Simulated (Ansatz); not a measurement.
## MgB in Ansatz: the effect of target pressure

The system is MgB.

```xyz
2
Lattice="2.8952 0.0000 0.0000 0.0000 2.8952 0.0000 0.0000 0.0000 2.8952" Properties=species:S:1:pos:R:3 pbc="T T T"
Mg    0.0000    0.0000    0.0000
B     1.4476    1.4476    1.4476
```

The cell was built by a generator and needn't be a form met in nature.

Alike in all runs:

```yaml
Program: Ansatz 0.2.0
Task: relaxation of cell and atoms
Functional: r2SCAN
Potentials_or_basis: Ansatz PAW
Cutoff: "500 eV (not typed: the program's choice for these potentials)"
k_mesh: 9 × 9 × 9
Occupations: fermi-dirac, width 0.05 eV
Spin: no spin polarisation
```

Each run relaxes the cell or the atoms first.

Q: One run gave: relaxed volume 11.75 Å³/atom. Which target pressure did it use?
A. 20 GPa
B. 2 GPa
C. 30 GPa
D. 5 GPa
E. 10 GPa

A: B.

| target pressure | relaxed volume (Å³/atom) |
| --- | --- |
| 0 GPa | 12.02 |
| 2 GPa | 11.75 |
| 5 GPa | 11.41 |
| 10 GPa | 10.93 |
| 20 GPa | 10.19 |
| 30 GPa | 9.63 |

Caveats: the plane-wave basis is chosen anew once the cell has moved, so the energies of steps on either side of that aren't comparable; the PAW data sets come from PBE, with cores solved anew for the run's functional, which leaves a small shift of forces and pressure; the volume moved by over 15 % at a fixed basis, so the end points are rough (some runs).

Runs at the PBE level aren't shown here.
